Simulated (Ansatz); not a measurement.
**CH₇PSSi: basis-set convergence**

An exercise on one series of results from a longer session: the logs are not shown, and one member is left open.

The runs use Ansatz 0.2.0, Gaussian basis; one geometry, several basis sets.

Plan: PBE0-D4/def2-SVP; ωB97M-V/def2-SVP; PBE0-D4/def2-QZVPP; ωB97M-V/def2-QZVPP; the functionals' def2-TZVPP values are taken from earlier runs.

## Structure used throughout

All runs share one geometry, relaxed beforehand with PBE0-D4 in a triple-zeta def2 set.

SMILES `C[SiH2]SP`, 11 atoms, charge 0, spin multiplicity 1.

Atoms are counted from 1 here; the program's logs count them from 0.

Bond lengths: C1–Si2 1.864 Å, C1–H5 1.092 Å, C1–H6 1.092 Å, C1–H7 1.093 Å, Si2–S3 2.141 Å, Si2–H8 1.488 Å, Si2–H9 1.488 Å, S3–P4 2.118 Å, P4–H10 1.423 Å, P4–H11 1.423 Å. Angles: Si2–C1–H5 110.9°, Si2–C1–H6 110.9°, Si2–C1–H7 110.0°, H5–C1–H6 108.5°, H5–C1–H7 108.2°, H6–C1–H7 108.2°, C1–Si2–S3 108.9°, C1–Si2–H8 111.4°, C1–Si2–H9 111.4°, S3–Si2–H8 108.6°, S3–Si2–H9 108.6°, H8–Si2–H9 108.0°, Si2–S3–P4 99.9°, S3–P4–H10 99.1°, S3–P4–H11 99.1°, H10–P4–H11 92.9°.

The first run:

in.yaml

```yaml
crystal:
  periodic: [false, false, false]
  atoms:
    - {symbol: C, position_ang: [-0.906250, 1.819417, 0.142511]}
    - {symbol: Si, position_ang: [0.187084, 0.310430, 0.093558]}
    - {symbol: S, position_ang: [-0.998435, -1.385534, -0.456098]}
    - {symbol: P, position_ang: [0.485103, -2.896025, -0.417844]}
    - {symbol: H, position_ang: [-1.706706, 1.696547, 0.874983]}
    - {symbol: H, position_ang: [-1.357005, 2.005664, -0.834458]}
    - {symbol: H, position_ang: [-0.319062, 2.698317, 0.421547]}
    - {symbol: H, position_ang: [1.282154, 0.466193, -0.902088]}
    - {symbol: H, position_ang: [0.805796, 0.045817, 1.420907]}
    - {symbol: H, position_ang: [1.503692, -2.230633, -1.155248]}
    - {symbol: H, position_ang: [1.089031, -2.587192, 0.832729]}
basis:
  gaussian: {orbitals: def2-SVP}
hamiltonian: {xc: pbe0, dispersion: d4}
output: {orbitals: {seedname: orbitals}}
```

Steps of the session up to this table: PBE0-D4 in def2-SVP; ωB97M-V in def2-SVP; PBE0-D4 in def2-QZVPP; ωB97M-V in def2-QZVPP.

One of the session's tables, all rows but one given; the rest of the session is left out.

It belongs to the step «Functionals by basis». 

| functional | basis | HOMO (eV) | LUMO (eV) |
| --- | --- | --- | --- |
| PBE0-D4 | def2-SVP | -7.28 | -0.18 |
| PBE0-D4 | def2-TZVPP | -7.36 | -0.48 |
| PBE0-D4 | def2-QZVPP | ? | ? |
| ωB97M-V | def2-SVP | -9.40 | 1.90 |
| ωB97M-V | def2-TZVPP | -9.52 | 1.43 |
| ωB97M-V | def2-QZVPP | -9.54 | 1.11 |

**Question.** Estimate the row for PBE0-D4, def2-QZVPP.

The run gave: HOMO (eV): -7.38; LUMO (eV): -0.59. In the column «HOMO (eV)» it lies between ωB97M-V, def2-SVP (-9.40) and PBE0-D4, def2-TZVPP (-7.36).
